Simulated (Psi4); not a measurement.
# UMP2.5/def2-SVPD (density fitting, density fitting for correlation) run of [BGeH4]− (SMILES [BH2][GeH2-])

Aim: the vertical ionisation energy of [BGeH4]− at UMP2.5/def2-SVPD (density fitting, density fitting for correlation), from 2 runs. 

Program for the calculation: Psi4 1.11.

**1. The structure to begin with**

The species is [BGeH4]− (6 atoms), meant as a singlet with charge -1. SMILES: `[BH2][GeH2-]`. Geometry: a GFN2-xTB relaxation, a rough one for these elements and not checked as a minimum.

Bond lengths: B1–Ge2 1.967 Å, B1–H3 1.203 Å, B1–H4 1.203 Å, Ge2–H5 1.609 Å, Ge2–H6 1.610 Å. Angles: B1–Ge2–H5 103.2°, B1–Ge2–H6 103.3°, Ge2–B1–H3 121.7°, Ge2–B1–H4 121.7°, H5–Ge2–H6 91.3°, H3–B1–H4 110.5°.

**2. Energy and gradient at UMP2.5/def2-SVPD (density fitting, density fitting for correlation)**

File run.py:

```python
import psi4

psi4.set_memory(1600000000)
psi4.set_num_threads(1)
psi4.set_output_file('run.log', False)

geom = psi4.geometry("""
-1 1
B     -0.055110    -0.930570     0.059830
Ge     0.436750     0.951420     0.350140
H     -0.768420    -1.523630     0.825470
H      0.678000    -1.694820    -0.510870
H      0.696530     1.497810    -1.140470
H     -0.987750     1.699790     0.415910
units angstrom
""")

options = {'basis': 'def2-SVPD', 'reference': 'uhf', 'freeze_core': True, 'mp_type': 'df', 'scf_type': 'df'}
psi4.set_options(options)

e = psi4.gradient('mp2.5', molecule=geom)
print('gradient / Eh bohr^-1')
print(e.np.round(6))
```

Run with:

```
python run.py
```

run.log:

```text
[...]
  Running in c1 symmetry.
[...]
  Nuclear repulsion =   83.590383792358466
[...]
  Multiplicity = 1
[...]
  Nalpha       = 21
  Nbeta        = 21
[...]
    Number of basis functions: 90
[...]
   @DF-UHF iter   1: -2100.64815032041815   -3.19108e+00   2.45835e-02 ADIIS/DIIS
[...]
   @DF-UHF iter  16: -2102.04267622911220    1.36424e-12   7.03677e-11 DIIS
[...]
   @S^2 Observed:                0.000000000E+00
[...]
    Orbital Energies [Eh]
    ---------------------
    Alpha Occupied:
       1A   -404.941053     2A    -51.868236     3A    -45.969323
       4A    -45.969095     5A    -45.968656     6A     -7.409010
       7A     -6.922373     8A     -4.900489     9A     -4.899355
      10A     -4.897942    11A     -1.374306    12A     -1.373257
      13A     -1.370449    14A     -1.369529    15A     -1.367993
      16A     -0.525148    17A     -0.419397    18A     -0.298840
      19A     -0.203154    20A     -0.195489    21A     -0.074532
    Alpha Virtual:
      22A      0.212285    23A      0.239497    24A      0.251773
      25A      0.300611    26A      0.311078    27A      0.341516
[...]
  @DF-UHF Final Energy: -2102.04267622911220
   => Energetics <=
    Nuclear Repulsion Energy =             83.5903837923584661
    One-Electron Energy =               -3106.6308705551418825
    Two-Electron Energy =                 920.9978105336716681
    Total Energy =                      -2102.0426762291117484
  UHF NO Occupations:
  HONO-2 :   19  A 2.0000000
  HONO-1 :   20  A 2.0000000
[...]
 Multipole Moments:
 ------------------------------------------------------------------------------------
     Multipole            Electronic (a.u.)      Nuclear  (a.u.)        Total (a.u.)
 ------------------------------------------------------------------------------------
 L = 1.  Multiply by 2.5417464519 to convert [e a0] to [Debye]
 Dipole X            :          2.1310437           -2.0854895            0.0455543
 Dipole Y            :          3.6511268           -3.6096524            0.0414743
 Dipole Z            :          1.8336431           -1.7916949            0.0419482
 Magnitude           :                                                    0.0745316
[...]
	Warning: cc_lambda option is changed to TRUE
	For this residual convergence, default PCG convergence is:     1.00e-07
[...]
	DF-SCS-MP2 Total Energy (a.u.)     : -2102.38481829592865
	DF-SOS-MP2 Total Energy (a.u.)     : -2102.38111843094612
	DF-SCS(N)-MP2 Total Energy (a.u.)  : -2102.19967111819506
[...]
	DF-MP2 Total Energy (a.u.)         : -2102.39221802589327
[...]
	DF-MP3 Total Energy (a.u.)         : -2102.40811150345507
[...]
```

On the terminal:

```text
gradient / Eh bohr^-1
[[-0.007776  0.008999 -0.009514]
 [ 0.016681 -0.020122  0.020247]
 [ 0.010311  0.002409 -0.003956]
 [-0.004289  0.004081  0.009539]
 [-0.007063  0.002175 -0.008388]
 [-0.007864  0.002458 -0.007928]]
```

It took 7.5 s on 1 thread of AMD EPYC 9R45 (Zen 5), shared host; peak memory 0.69 GiB.

**3. Doublet neutral BGeH4 at the same level**

File input.in:

```
memory 1.6 GB

molecule system {
  0 2
  B
  Ge 1 r2
  H 1 r3 2 a3
  H 1 r4 3 a4 2 d4
  H 2 r5 1 a5 3 d5
  H 2 r6 5 a6 1 d6

  r2 = 1.966747
  r3 = 1.202803
  a3 = 121.74692
  r4 = 1.203007
  a4 = 110.49559
  d4 = 153.00406
  r5 = 1.608709
  a5 = 103.21585
  d5 = -152.26657
  r6 = 1.610461
  a6 = 91.30917
  d6 = -103.95482
}

set globals {
  basis       def2-SVPD
  reference   uhf
  freeze_core true
  mp_type     df
  scf_type    df
}

gradient('mp2.5')
```

Run with:

```
psi4 -n 1 input.in input.out
```

input.out:

```text
[...]
  Running in c1 symmetry.
[...]
  Nuclear repulsion =   83.590378504505324
[...]
  Multiplicity = 2
[...]
  Nalpha       = 21
  Nbeta        = 20
[...]
    Number of basis functions: 90
[...]
   @DF-UHF iter   1: -2100.47666549468795   -3.01960e+00   2.45081e-02 ADIIS/DIIS
[...]
   @DF-UHF iter  23: -2102.00339440315702    4.09273e-12   5.98523e-11 DIIS
[...]
   @S^2 Observed:                7.755390947E-01
[...]
    Orbital Energies [Eh]
    ---------------------
    Alpha Occupied:
       1A   -405.200787     2A    -52.127266     3A    -46.229710
       4A    -46.227658     5A    -46.226962     6A     -7.632682
       7A     -7.183981     8A     -5.165174     9A     -5.158616
      10A     -5.157304    11A     -1.633782    12A     -1.633242
      13A     -1.631969    14A     -1.629196    15A     -1.627243
      16A     -0.763335    17A     -0.642085    18A     -0.503600
      19A     -0.426733    20A     -0.421277    21A     -0.368438
    Alpha Virtual:
      22A      0.039076    23A      0.074687    24A      0.093865
      25A      0.111457    26A      0.146241    27A      0.162072
[...]
  @DF-UHF Final Energy: -2102.00339440315702
   => Energetics <=
    Nuclear Repulsion Energy =             83.5903785045053240
    One-Electron Energy =               -3096.4958575030532302
    Two-Electron Energy =                 910.9020845953911021
    Total Energy =                      -2102.0033944031570172
  UHF NO Occupations:
  HONO-2 :   19  A 1.9994006
  HONO-1 :   20  A 1.9885739
[...]
 Multipole Moments:
 ------------------------------------------------------------------------------------
     Multipole            Electronic (a.u.)      Nuclear  (a.u.)        Total (a.u.)
 ------------------------------------------------------------------------------------
 L = 1.  Multiply by 2.5417464519 to convert [e a0] to [Debye]
 Dipole X            :         -1.8310107            1.5608258           -0.2701849
 Dipole Y            :          0.4887209           -0.4173938            0.0713272
 Dipole Z            :          4.2056325           -4.2401221           -0.0344896
 Magnitude           :                                                    0.2815616
[...]
	Warning: cc_lambda option is changed to TRUE
	For this residual convergence, default PCG convergence is:     1.00e-07
[...]
	DF-SCS-MP2 Total Energy (a.u.)     : -2102.30848191706673
	DF-SOS-MP2 Total Energy (a.u.)     : -2102.30566353588347
	DF-SCS(N)-MP2 Total Energy (a.u.)  : -2102.14104322663525
[...]
	DF-MP2 Total Energy (a.u.)         : -2102.31411867943325
[...]
	DF-MP3 Total Energy (a.u.)         : -2102.33014986426724
[...]
```

It took 7.8 s on 1 thread of AMD EPYC 9R45 (Zen 5), shared host; peak memory 0.65 GiB.

**4. Summary of results**

Level: UMP2.5/def2-SVPD (density fitting, density fitting for correlation), 10 core orbitals frozen.

| quantity | value |
| --- | --- |
| singlet [BGeH4]−: total energy | -2102.40016 Eh |
| singlet [BGeH4]−: HOMO energy (Hartree–Fock orbitals) | -2.03 eV |
| singlet [BGeH4]−: LUMO energy (Hartree–Fock orbitals) | 5.78 eV |
| singlet [BGeH4]−: HOMO–LUMO gap (to an unbound level, set by the basis) | 7.80 eV |
| singlet [BGeH4]−: correlation energy (10 core orbitals frozen) | -357.5 mEh |
| singlet [BGeH4]−: largest force on an atom | 1.700 eV/Å |
| doublet neutral BGeH4: total energy | -2102.32213 Eh |
| doublet neutral BGeH4: HOMO energy (Hartree–Fock orbitals) (highest over α and β) | -10.03 eV |
| doublet neutral BGeH4: LUMO energy (Hartree–Fock orbitals) (lowest over α and β) | -0.34 eV |
| doublet neutral BGeH4: correlation energy (10 core orbitals frozen) | -318.7 mEh |
| doublet neutral BGeH4: ⟨S²⟩ of the reference determinant | 0.776 |
| doublet neutral BGeH4: largest force on an atom | 3.490 eV/Å |
| vertical detachment energy (to the doublet neutral) | 2.123 eV |

**Reading.** The vertical ionisation energy comes to 2.12 eV (205 kJ/mol). The largest force (singlet [BGeH4]−) is 1.70 eV/Å: the shape isn't a stationary point for this species at this level.
